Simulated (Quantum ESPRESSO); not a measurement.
# HfGe (P-6m2) in Quantum ESPRESSO: settings compared

Aim: see how the results for HfGe move with the level of theory and the settings. Levels: PBE+D3, rev-vdW-DF2. Tasks: band structure, projected density of states.

Everything below comes from runs of Quantum ESPRESSO 7.5. Logs are shortened: lines on timing, memory, paths and dates and some standing lists are left out, and cuts for length are marked.

## Step 1: Starting point

It takes space group P-6m2 (No. 187, hexagonal). Conventional cell: a = 3.934 Å, b = 3.934 Å, c = 3.510 Å, α = 90.00°, β = 90.00°, γ = 120.00°. Hf (site symmetry -6m2) has 3 Ge at 2.27 Å as nearest neighbours. Ge (site symmetry -6m2) has 3 Hf at 2.27 Å as nearest neighbours.

The cell was built by a generator and needn't be a form met in nature.

## Step 2: Band structure, PBE+D3

pw.in reads:

```
&CONTROL
  calculation = 'scf'
  prefix = 'pwscf'
  outdir = './tmp'
  pseudo_dir = './pseudo'
  tprnfor = .true.
  tstress = .true.
  disk_io = 'low'
/
&SYSTEM
  ibrav = 0
  nat = 2
  ntyp = 2
  ecutwfc = 45
  ecutrho = 360
  nbnd = 20
  input_dft = 'pbe'
  occupations = 'smearing'
  smearing = 'fd'
  degauss = 0.01469973
  vdw_corr = 'grimme-d3'
  dftd3_version = 3
/
&ELECTRONS
  conv_thr = 4d-10
  electron_maxstep = 120
  mixing_beta = 0.9
/
ATOMIC_SPECIES
Hf   178.4900 hf_pbesol_v1.uspp.F.UPF
Ge    72.6300 ge_pbesol_v1.4.uspp.F.UPF
CELL_PARAMETERS angstrom
   3.9335093900    0.0000000000    0.0000000000
  -1.9667546900    3.4065190500    0.0000000000
   0.0000000000    0.0000000000    3.5096193900
ATOMIC_POSITIONS crystal
Hf     0.0000000000    0.0000000000    0.5000000000
Ge     0.3333333300    0.6666666700    0.5000000000
K_POINTS automatic
10 10 10 0 0 0
```

bands.in reads:

```
&CONTROL
  calculation = 'bands'
  prefix = 'pwscf'
  outdir = './tmp'
  pseudo_dir = './pseudo'
  disk_io = 'low'
  verbosity = 'high'
/
&SYSTEM
  ibrav = 0
  nat = 2
  ntyp = 2
  ecutwfc = 45
  ecutrho = 360
  nbnd = 20
  input_dft = 'pbe'
  occupations = 'smearing'
  smearing = 'fd'
  degauss = 0.01469973
  vdw_corr = 'grimme-d3'
  dftd3_version = 3
/
&ELECTRONS
  conv_thr = 1d-08
  electron_maxstep = 120
  mixing_beta = 0.9
  diago_full_acc = .true.
/
ATOMIC_SPECIES
Hf   178.4900 hf_pbesol_v1.uspp.F.UPF
Ge    72.6300 ge_pbesol_v1.4.uspp.F.UPF
CELL_PARAMETERS angstrom
   3.9335093900    0.0000000000    0.0000000000
  -1.9667546900    3.4065190500    0.0000000000
   0.0000000000    0.0000000000    3.5096193900
ATOMIC_POSITIONS crystal
Hf     0.0000000000    0.0000000000    0.5000000000
Ge     0.3333333300    0.6666666700    0.5000000000
K_POINTS crystal
60
 0.0000000000  0.0000000000  0.0000000000 1
 0.0833333333  0.0000000000  0.0000000000 1
 0.1666666667  0.0000000000  0.0000000000 1
 0.2500000000  0.0000000000  0.0000000000 1
 0.3333333333  0.0000000000  0.0000000000 1
 0.4166666667  0.0000000000  0.0000000000 1
 0.5000000000  0.0000000000  0.0000000000 1
 0.4444444444  0.1111111111  0.0000000000 1
 0.3888888889  0.2222222222  0.0000000000 1
 0.3333333333  0.3333333333  0.0000000000 1
 0.2916666667  0.2916666667  0.0000000000 1
 0.2500000000  0.2500000000  0.0000000000 1
 0.2083333333  0.2083333333  0.0000000000 1
 0.1666666667  0.1666666667  0.0000000000 1
 0.1250000000  0.1250000000  0.0000000000 1
 0.0833333333  0.0833333333  0.0000000000 1
 0.0416666667  0.0416666667  0.0000000000 1
 0.0000000000  0.0000000000  0.0000000000 1
 0.0000000000  0.0000000000  0.0833333333 1
 0.0000000000  0.0000000000  0.1666666667 1
 0.0000000000  0.0000000000  0.2500000000 1
 0.0000000000  0.0000000000  0.3333333333 1
 0.0000000000  0.0000000000  0.4166666667 1
 0.0000000000  0.0000000000  0.5000000000 1
 0.0714285714  0.0000000000  0.5000000000 1
 0.1428571429  0.0000000000  0.5000000000 1
 0.2142857143  0.0000000000  0.5000000000 1
 0.2857142857  0.0000000000  0.5000000000 1
 0.3571428571  0.0000000000  0.5000000000 1
 0.4285714286  0.0000000000  0.5000000000 1
 0.5000000000  0.0000000000  0.5000000000 1
 0.4583333333  0.0833333333  0.5000000000 1
 0.4166666667  0.1666666667  0.5000000000 1
 0.3750000000  0.2500000000  0.5000000000 1
 0.3333333333  0.3333333333  0.5000000000 1
 0.2962962963  0.2962962963  0.5000000000 1
 0.2592592593  0.2592592593  0.5000000000 1
 0.2222222222  0.2222222222  0.5000000000 1
 0.1851851852  0.1851851852  0.5000000000 1
 0.1481481481  0.1481481481  0.5000000000 1
 0.1111111111  0.1111111111  0.5000000000 1
 0.0740740741  0.0740740741  0.5000000000 1
 0.0370370370  0.0370370370  0.5000000000 1
 0.0000000000  0.0000000000  0.5000000000 1
 0.5000000000  0.0000000000  0.5000000000 1
 0.5000000000  0.0000000000  0.4285714286 1
 0.5000000000  0.0000000000  0.3571428571 1
 0.5000000000  0.0000000000  0.2857142857 1
 0.5000000000  0.0000000000  0.2142857143 1
 0.5000000000  0.0000000000  0.1428571429 1
 0.5000000000  0.0000000000  0.0714285714 1
 0.5000000000  0.0000000000  0.0000000000 1
 0.3333333333  0.3333333333  0.0000000000 1
 0.3333333333  0.3333333333  0.0714285714 1
 0.3333333333  0.3333333333  0.1428571429 1
 0.3333333333  0.3333333333  0.2142857143 1
 0.3333333333  0.3333333333  0.2857142857 1
 0.3333333333  0.3333333333  0.3571428571 1
 0.3333333333  0.3333333333  0.4285714286 1
 0.3333333333  0.3333333333  0.5000000000 1
```

Potentials or basis: GBRV 1.5 PBEsol.

The run is started by

```bash
OMP_NUM_THREADS=1 pw.x -in pw.in > pw.out
OMP_NUM_THREADS=1 pw.x -in bands.in > bands.out
```

pw.out:

```text
This program is part of the open-source Quantum ESPRESSO suite
     for quantum simulation of materials; please cite
         "P. Giannozzi et al., J. Phys.:Condens. Matter 21 395502 (2009);
         "P. Giannozzi et al., J. Phys.:Condens. Matter 29 465901 (2017);
         "P. Giannozzi et al., J. Chem. Phys. 152 154105 (2020);
     in publications or presentations arising from this work. More details at

     IMPORTANT: XC functional enforced from input :
     Exchange-correlation= PBE
                           (   1   4   3   4   0   0   0)
     Any further DFT definition will be discarded
     Please, verify this is what you really want

     Message from routine setup:
     using ibrav=0 with symmetry is DISCOURAGED, use correct ibrav instead

     G-vector sticks info
     --------------------
     sticks:   dense  smooth     PW     G-vecs:    dense   smooth      PW
     Sum        1369     673    211                36617    12917    2169

     Using Slab Decomposition

     bravais-lattice index     =            0
     lattice parameter (alat)  =       7.4333  a.u.
     unit-cell volume          =     317.3567 (a.u.)^3
     number of atoms/cell      =            2
     number of atomic types    =            2
     number of electrons       =        26.00
     number of Kohn-Sham states=           20
     kinetic-energy cutoff     =      45.0000  Ry
     charge density cutoff     =     360.0000  Ry
     scf convergence threshold =      4.0E-10
     mixing beta               =       0.9000
     number of iterations used =            8  plain     mixing
     Exchange-correlation= PBE
                           (   1   4   3   4   0   0   0)

     celldm(1)=   7.433255  celldm(2)=   0.000000  celldm(3)=   0.000000
     celldm(4)=   0.000000  celldm(5)=   0.000000  celldm(6)=   0.000000

     crystal axes: (cart. coord. in units of alat)
               a(1) = (   1.000000   0.000000   0.000000 )
               a(2) = (  -0.500000   0.866025   0.000000 )
               a(3) = (   0.000000   0.000000   0.892236 )

     reciprocal axes: (cart. coord. in units 2 pi/alat)
               b(1) = (  1.000000  0.577350 -0.000000 )
               b(2) = (  0.000000  1.154701  0.000000 )
               b(3) = (  0.000000 -0.000000  1.120779 )

     PseudoPot. # 1 for Hf read from file:
     hf_pbesol_v1.uspp.F.UPF
     Pseudo is Ultrasoft + core correction, Zval = 12.0
     Generated by new atomic code, or converted to UPF format
     Using radial grid of  921 points,  8 beta functions with:
                l(1) =   0
                l(2) =   0
                l(3) =   0
                l(4) =   1
                l(5) =   1
                l(6) =   2
                l(7) =   2
                l(8) =   3
     Q(r) pseudized with  6 coefficients,  rinner =    1.200   1.200   1.200
                                                       1.200   1.200   1.200
                                                       1.200

     PseudoPot. # 2 for Ge read from file:
     ge_pbesol_v1.4.uspp.F.UPF
     Pseudo is Ultrasoft + core correction, Zval = 14.0
     Generated by new atomic code, or converted to UPF format
     Using radial grid of  873 points,  6 beta functions with:
                l(1) =   0
                l(2) =   0
                l(3) =   1
                l(4) =   1
                l(5) =   2
                l(6) =   2
     Q(r) pseudized with  8 coefficients,  rinner =    1.400   1.400   1.400
                                                       1.400   1.400

     atomic species   valence    mass     pseudopotential
     Hf               12.00   178.49000     Hf( 1.00)
     Ge               14.00    72.63000     Ge( 1.00)

     12 Sym. Ops. (no inversion) found

   Cartesian axes

     site n.     atom                  positions (alat units)
         1        Hf     tau(   1) = (   0.0000000   0.0000000   0.4461181  )
         2        Ge     tau(   2) = (  -0.0000000   0.5773503   0.4461181  )

     --------------------------------------------
[... 52 lines left out ...]

     total energy              =    -370.67485426 Ry
     estimated scf accuracy    <       3.74920408 Ry

     iteration #  2     ecut=    45.00 Ry     beta= 0.90
     Davidson diagonalization with overlap
     ethr =  1.00E-02,  avg # of iterations =  2.0
[... 69 lines left out ...]
     iteration # 10     ecut=    45.00 Ry     beta= 0.90
     Davidson diagonalization with overlap
     ethr =  1.19E-11,  avg # of iterations =  2.0

     negative rho (up, down):  1.103E-01 0.000E+00

     End of self-consistent calculation

          k = 0.0000 0.0000 0.0000 (  1629 PWs)   bands (ev):

   -51.4609 -20.3788 -20.3788 -20.1492 -13.6878 -13.6630 -13.6630 -13.6090
   -13.6090   0.1886   7.7880   7.7880   9.0229  12.8344  13.4757  13.4757
    15.3949  18.1046  18.1046  19.9808

          k = 0.0000 0.0000 0.1121 (  1622 PWs)   bands (ev):

   -51.4604 -20.3775 -20.3775 -20.1636 -13.6860 -13.6636 -13.6636 -13.6089
   -13.6089   0.2728   7.8239   7.8239   8.9752  12.6509  13.2436  13.2436
    15.4957  18.4299  18.4299  20.6543
[... 163 lines left out ...]
          k = 0.0000 0.4619-0.5604 (  1626 PWs)   bands (ev):

   -51.4533 -20.4277 -20.3534 -20.2951 -13.7523 -13.6838 -13.6712 -13.6565
   -13.6163   2.7712   6.9915   7.8101  10.4043  11.1758  11.6867  13.0274
    15.3529  15.6583  16.1794  19.5355

          k = 0.0000-0.5774 0.0000 (  1614 PWs)   bands (ev):

   -51.4578 -20.4505 -20.3660 -20.1475 -13.7626 -13.6922 -13.6648 -13.6492
   -13.6363   1.9761   6.5621   9.5363  10.2839  10.5269  11.8486  13.1604
    13.7457  17.1861  18.2199  19.6440

          k = 0.0000-0.5774 0.1121 (  1614 PWs)   bands (ev):

   -51.4573 -20.4489 -20.3647 -20.1617 -13.7626 -13.6922 -13.6654 -13.6498
   -13.6344   2.0474   6.6559   9.5721  10.2808  10.3143  11.9207  12.8422
    13.9606  16.5254  18.6716  20.0920

          k = 0.0000-0.5774 0.2242 (  1622 PWs)   bands (ev):

   -51.4561 -20.4449 -20.3612 -20.1989 -13.7624 -13.6921 -13.6671 -13.6513
   -13.6294   2.2490   6.9000   9.0738  10.4017  10.4337  12.0459  12.3050
    14.2453  15.5279  19.0231  20.7184

          k = 0.0000-0.5774 0.3362 (  1624 PWs)   bands (ev):

   -51.4546 -20.4398 -20.3569 -20.2444 -13.7621 -13.6919 -13.6691 -13.6531
   -13.6231   2.5383   7.1700   8.2797  10.5374  11.0543  11.7817  12.1753
    14.4729  14.8140  18.6481  20.1293

          k = 0.0000-0.5774 0.4483 (  1618 PWs)   bands (ev):

   -51.4534 -20.4357 -20.3534 -20.2809 -13.7619 -13.6917 -13.6708 -13.6545
   -13.6181   2.8218   7.1491   7.9086  10.7122  11.3548  11.5133  12.3036
    14.6256  14.8740  17.4952  19.4973

          k = 0.0000-0.5774-0.5604 (  1616 PWs)   bands (ev):

   -51.4530 -20.4341 -20.3521 -20.2947 -13.7619 -13.6917 -13.6714 -13.6551
   -13.6161   2.9479   6.9872   7.9249  10.8584  11.1221  11.6083  12.3568
    14.6806  15.6506  16.2943  19.2977

          k = 0.1000 0.1732 0.0000 (  1618 PWs)   bands (ev):

   -51.4600 -20.3976 -20.3759 -20.1487 -13.7014 -13.6636 -13.6592 -13.6323
   -13.6223   0.6014   7.2996   8.2439   9.2472  11.6574  13.3677  15.0616
    15.5738  16.4437  17.2360  20.1185
[... 277 lines left out ...]
          k = 0.3000 0.5196-0.5604 (  1634 PWs)   bands (ev):

   -51.4526 -20.4215 -20.3706 -20.2943 -13.7511 -13.7298 -13.6735 -13.6517
   -13.6097   3.2244   7.1472   8.3271   9.8187  10.1257  11.9569  13.0863
    15.1064  15.6256  16.0402  18.9635

     the Fermi energy is    10.3387 ev

!    total energy              =    -372.64756254 Ry
     estimated scf accuracy    <          1.4E-10 Ry
     smearing contrib. (-TS)   =      -0.01606529 Ry
     internal energy E=F+TS    =    -372.63149725 Ry

     The total energy is F=E-TS. E is the sum of the following terms:
     one-electron contribution =    -182.31868261 Ry
     hartree contribution      =     107.97812904 Ry
     xc contribution           =    -134.36773061 Ry
     ewald contribution        =    -163.87990006 Ry
     DFT-D3 Dispersion         =      -0.04331301 Ry

     convergence has been achieved in  10 iterations

     negative rho (up, down):  1.103E-01 0.000E+00

     Forces acting on atoms (cartesian axes, Ry/au):

     atom    1 type  1   force =     0.00000000    0.00000000    0.00000000
     atom    2 type  2   force =     0.00000000    0.00000000    0.00000000

     Total force =     0.000000     Total SCF correction =     0.000000

     Computing stress (Cartesian axis) and pressure

     negative rho (up, down):  1.103E-01 0.000E+00
          total   stress  (Ry/bohr**3)                   (kbar)     P=      365.03
   0.00398826  -0.00000000  -0.00000000          586.69       -0.00       -0.00
  -0.00000000   0.00398826   0.00000000           -0.00      586.69        0.00
   0.00000000  -0.00000000  -0.00053226            0.00       -0.00      -78.30

=------------------------------------------------------------------------------=
   JOB DONE.
=------------------------------------------------------------------------------=
```

Wall time 57 s (1 thread of Intel Xeon Platinum 8375C at 2.90GHz (Ice Lake), shared host); peak memory 0.33 GiB.

Results:

```yaml
Free_energy: -5070.1284 eV
Pressure: 36.5 GPa
Band_gap_on_the_k_mesh: none (metal or under the smearing width)
```

Stress tensor (GPa, compression positive):
```
58.67  0.00  0.00
 0.00 58.67  0.00
 0.00  0.00 -7.83
```

Levels at the corners of the path, in eV from the Fermi level:
| point | band 10 | band 11 | band 12 | band 13 | band 14 | band 15 | band 16 | band 17 |
| --- | --- | --- | --- | --- | --- | --- | --- | --- |
| Γ | -10.15 | -2.55 | -2.55 | -1.32 | 2.50 | 3.14 | 3.14 | 5.06 |
| M | -8.36 | -3.78 | -0.80 | -0.05 | 0.19 | 1.51 | 2.82 | 3.41 |
| K | -8.05 | -3.14 | -1.92 | -0.26 | 0.25 | 1.36 | 2.22 | 3.61 |
| Γ | -10.15 | -2.55 | -2.55 | -1.32 | 2.50 | 3.14 | 3.14 | 5.06 |
| A | -9.07 | -3.22 | -2.14 | -2.14 | 1.43 | 1.43 | 4.97 | 6.74 |
| L | -7.39 | -3.35 | -2.41 | 0.52 | 0.78 | 1.27 | 2.02 | 4.34 |
| H | -7.07 | -3.17 | -1.87 | -0.59 | -0.45 | 1.70 | 2.82 | 4.67 |
| A | -9.07 | -3.22 | -2.14 | -2.14 | 1.43 | 1.43 | 4.97 | 6.74 |
| L | -7.39 | -3.35 | -2.41 | 0.52 | 0.78 | 1.27 | 2.02 | 4.34 |
| M | -8.36 | -3.78 | -0.80 | -0.05 | 0.19 | 1.51 | 2.82 | 3.41 |
| K | -8.05 | -3.14 | -1.92 | -0.26 | 0.25 | 1.36 | 2.22 | 3.61 |
| H | -7.07 | -3.17 | -1.87 | -0.59 | -0.45 | 1.70 | 2.82 | 4.67 |

Caveat: the potentials were made for another functional, which shifts forces and pressure; a pressure of tens of GPa on the cell as given is suspect, and the run, the potentials or the cell itself is likely at fault; spin-orbit coupling is left out, which moves the levels of the heavy elements; pairwise dispersion overbinds metals, which lowers pressure and volume.

## Step 3: Projected density of states, rev-vdW-DF2

Changes to pw.in since step 2:

```diff
@@ -13,11 +13,9 @@
   ntyp = 2
-  ecutwfc = 45
-  ecutrho = 360
+  ecutwfc = 36
+  ecutrho = 216
   nbnd = 20
-  input_dft = 'pbe'
+  input_dft = 'vdw-df2-b86r'
   occupations = 'smearing'
   smearing = 'fd'
-  degauss = 0.01469973
-  vdw_corr = 'grimme-d3'
-  dftd3_version = 3
+  degauss = 0.00367493
 /
@@ -26,7 +24,7 @@
   electron_maxstep = 120
-  mixing_beta = 0.9
+  mixing_beta = 0.5
 /
 ATOMIC_SPECIES
-Hf   178.4900 hf_pbesol_v1.uspp.F.UPF
-Ge    72.6300 ge_pbesol_v1.4.uspp.F.UPF
+Hf   178.4900 Hf.LDA_PW-JTH.UPF
+Ge    72.6300 Ge.LDA_PW-JTH.UPF
 CELL_PARAMETERS angstrom
@@ -39,2 +37,2 @@
 K_POINTS automatic
-10 10 10 0 0 0
+8 8 8 0 0 0
```

nscf.in reads:

```
&CONTROL
  calculation = 'nscf'
  prefix = 'pwscf'
  outdir = './tmp'
  pseudo_dir = './pseudo'
  disk_io = 'low'
/
&SYSTEM
  ibrav = 0
  nat = 2
  ntyp = 2
  ecutwfc = 36
  ecutrho = 216
  nbnd = 20
  input_dft = 'vdw-df2-b86r'
  occupations = 'tetrahedra_opt'
/
&ELECTRONS
  conv_thr = 1d-08
  electron_maxstep = 120
  mixing_beta = 0.5
/
ATOMIC_SPECIES
Hf   178.4900 Hf.LDA_PW-JTH.UPF
Ge    72.6300 Ge.LDA_PW-JTH.UPF
CELL_PARAMETERS angstrom
   3.9335093900    0.0000000000    0.0000000000
  -1.9667546900    3.4065190500    0.0000000000
   0.0000000000    0.0000000000    3.5096193900
ATOMIC_POSITIONS crystal
Hf     0.0000000000    0.0000000000    0.5000000000
Ge     0.3333333300    0.6666666700    0.5000000000
K_POINTS automatic
12 12 12 0 0 0
```

projwfc.in reads:

```
&PROJWFC
  prefix = 'pwscf'
  outdir = './tmp'
  filpdos = 'p'
  Emin = -4
  Emax = 21
  DeltaE = 0.05
/
```

Potentials or basis: JTH 2.0 LDA.

The run is started by

```bash
OMP_NUM_THREADS=1 pw.x -in pw.in > pw.out
OMP_NUM_THREADS=1 pw.x -in nscf.in > nscf.out
OMP_NUM_THREADS=1 projwfc.x -in projwfc.in > projwfc.out
```

Run time: 4.7 min. Hardware: 1 thread of Intel Xeon Platinum 8375C at 2.90GHz (Ice Lake), shared host; peak memory 0.13 GiB.

The run converged. Its results:

```yaml
Free_energy: -13691.3228 eV
Band_gap_on_the_k_mesh: none (metal or under the smearing width)
```

Levels at points of the mesh, in eV from the Fermi level:
| k point | band 10 | band 11 | band 12 | band 13 | band 14 | band 15 | band 16 | band 17 |
| --- | --- | --- | --- | --- | --- | --- | --- | --- |
| (0.00, 0.00, 0.00) | -10.14 | -2.53 | -2.53 | -1.35 | 2.47 | 3.10 | 3.10 | 5.12 |
| (0.00, 0.00, -0.50) | -9.07 | -3.18 | -2.12 | -2.12 | 1.42 | 1.42 | 4.88 | 6.77 |
| (0.00, -0.50, 0.00) | -8.38 | -3.74 | -0.84 | -0.01 | 0.16 | 1.57 | 2.80 | 3.44 |
| (0.00, -0.50, -0.50) | -7.42 | -3.34 | -2.38 | 0.56 | 0.79 | 1.33 | 2.08 | 4.37 |

States per cell in windows of 1 eV (zero at the Fermi level; states under -8 eV left out):
| from (eV) | total | Hf#1 d wfc5 | Ge#2 p wfc3 | Hf#1 d wfc6 | Hf#1 p wfc4 | Hf#1 s wfc2 | Ge#2 s wfc1 |
| --- | --- | --- | --- | --- | --- | --- | --- |
| -8.0 | 0.54 | 0.12 | 0.01 | 0.03 | 0.08 | 0.02 | 0.27 |
| -7.0 | 0.00 | 0.00 | 0.00 | 0.00 | 0.00 | 0.00 | 0.00 |
| -6.0 | 0.00 | 0.00 | 0.00 | 0.00 | 0.00 | 0.00 | 0.00 |
| -5.0 | 0.00 | 0.00 | 0.00 | 0.00 | 0.00 | 0.00 | 0.00 |
| -4.0 | 1.59 | 0.47 | 0.66 | 0.11 | 0.16 | 0.11 | 0.02 |
| -3.0 | 1.58 | 0.64 | 0.66 | 0.06 | 0.08 | 0.06 | 0.03 |
| -2.0 | 1.39 | 0.70 | 0.46 | 0.07 | 0.09 | 0.04 | 0.02 |
| -1.0 | 1.58 | 0.83 | 0.48 | 0.10 | 0.08 | 0.04 | 0.01 |
| 0.0 | 1.54 | 1.03 | 0.28 | 0.07 | 0.10 | 0.04 | 0.00 |
| 1.0 | 2.28 | 1.66 | 0.14 | 0.15 | 0.24 | 0.05 | 0.00 |
| 2.0 | 1.21 | 0.83 | 0.05 | 0.15 | 0.12 | 0.03 | 0.00 |
| 3.0 | 0.69 | 0.32 | 0.11 | 0.15 | 0.07 | 0.02 | 0.00 |
| 4.0 | 1.61 | 0.73 | 0.30 | 0.32 | 0.11 | 0.06 | 0.01 |
| 5.0 | 1.46 | 0.50 | 0.33 | 0.33 | 0.14 | 0.06 | 0.03 |
| 6.0 | 1.19 | 0.28 | 0.27 | 0.30 | 0.18 | 0.04 | 0.05 |
| 7.0 | 0.90 | 0.15 | 0.19 | 0.24 | 0.18 | 0.03 | 0.04 |

Caveat: the potentials were made for another functional, which shifts forces and pressure; the cutoff is too short for stress, so the log's stress isn't used; the cutoff is low for these files, which shifts pressure and relaxed volume; the cutoff lies well under what these potentials need, so the values aren't converged. The run has no spin-orbit coupling, so splittings on Hf are missing.
